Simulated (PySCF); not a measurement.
# Cu2H10O4 ([(H2O)2Cu(mu-H)2Cu(H2O)2]2+): the cost of one run

Computed with PySCF 2.14.0 and routines of our own; the level stands in each step. Atoms count from 0.

## (1) The system as given

16 atoms, charge 2, high-spin multiplicity 3; geometry from: idealised, bond lengths from ionic radii.

The system (edge-sharing dimer): [(H2O)2Cu(mu-H)2Cu(H2O)2]2+. The metals (Cu(II), Cu(II)) are 2.47 Å apart; the bridge angle is 95°; the spin sites are atom 0 (1 unpaired) and atom 1 (1 unpaired).

## (2) Magnetic exchange: PBE0/def2-SVP in water

Job settings and geometry (Å):

```
{"job": {"kind": "bs", "xc": "PBE0", "basis": "def2-SVP", "grid": 1, "solvent": "water"}, "charge": 2, "high_spin_multiplicity": 3, "spin_sites": [[[0], 1], [[1], 1]]}
Cu    -1.233800    -0.000000     0.000000
Cu     1.233800    -0.000000     0.000000
H     -0.000000     1.124600     0.000000
H     -0.000000    -1.124600     0.000000
O     -2.585400    -1.391700     0.000000
H     -2.997600    -1.816100     0.766300
H     -2.997600    -1.816100    -0.766300
O     -2.585400     1.391700    -0.000000
H     -2.997600     1.816100     0.766300
H     -2.997600     1.816100    -0.766300
O      2.585400    -1.391700     0.000000
H      2.997600    -1.816100     0.766300
H      2.997600    -1.816100    -0.766300
O      2.585400     1.391700    -0.000000
H      2.997600     1.816100     0.766300
H      2.997600     1.816100    -0.766300
```

With the program's defaults for keys left out, this is: PBE0/def2-SVP high-spin and broken-symmetry single points, IEF-PCM water.

Started as:

```console
$ OMP_NUM_THREADS=1 python exch_run.py task.json out
```

One launch serves the whole session: the jobs run in the order shown.

**Question.** How long does this first job take on 1 thread of Arm Neoverse N1, shared host, and how much memory does it need?

About 59 s, with a peak of 0.81 GiB.
